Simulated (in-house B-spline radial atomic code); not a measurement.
**Pm: ionisation energy by several methods**

An exercise on one series of results from a longer session: the logs are not shown, and one member is left open.

The numbers are computed with in-house B-spline radial atomic code version 1 (scalar-relativistic (X2C), several functionals, spin-polarised; spherical all-electron atom at the radial basis limit), except any that are marked as measured or tabulated.

## What is computed

| Quantity | Value |
| --- | --- |
| element | promethium (Z = 61) |
| charge | 0 |
| electrons | 61 |
| configuration | [Xe] 4f5 6s2 |
| nucleus | Fermi, rms radius 4.962 fm |

The outer shells:

[Xe] 4f5 6s2
```
[Xe] core
4f [↑ ][↑ ][↑ ][↑ ][↑ ][  ][  ]
6s [↑↓]
```

Where spins are not typed, each open shell is filled with up spins first.

The first run:

The run's settings:

```ini
Z = 61
electrons = 61.0
configuration = [Xe] 4f5 6s2
hamiltonian = x2c
method = pbesol
spin_polarised = True
nucleus = fermi
rms_radius = 4.961999461404065
mass_number = 145
atomic_mass = 144.912755748
speed_of_light = 137.035999084
```

Steps of the session up to this table: PBEsol, a GGA; M06-L, a meta-GGA; SCAN, a meta-GGA; BP86, a GGA; RPBE, a GGA; PBE, a GGA.

One table of the session follows, with a row left open; its other results are not shown here.

| method | ΔSCF (eV) |
| --- | --- |
| PBEsol | 5.487 |
| BP86 | 5.657 |
| RPBE | 5.469 |
| PBE | ? |
| M06-L | 5.694 |
| SCAN | 5.144 |

Q: Estimate the row for PBE from the others.

As computed: ΔSCF (eV): 5.509. In the column «ΔSCF (eV)» it lies between PBEsol (5.487) and BP86 (5.657).

Members of this set that are not shown: 12 used exact exchange with fractional occupations of an open shell, which is unsound here.

Caveats from the session: Meta-GGA runs start from a PBE run whose iterations are not counted.
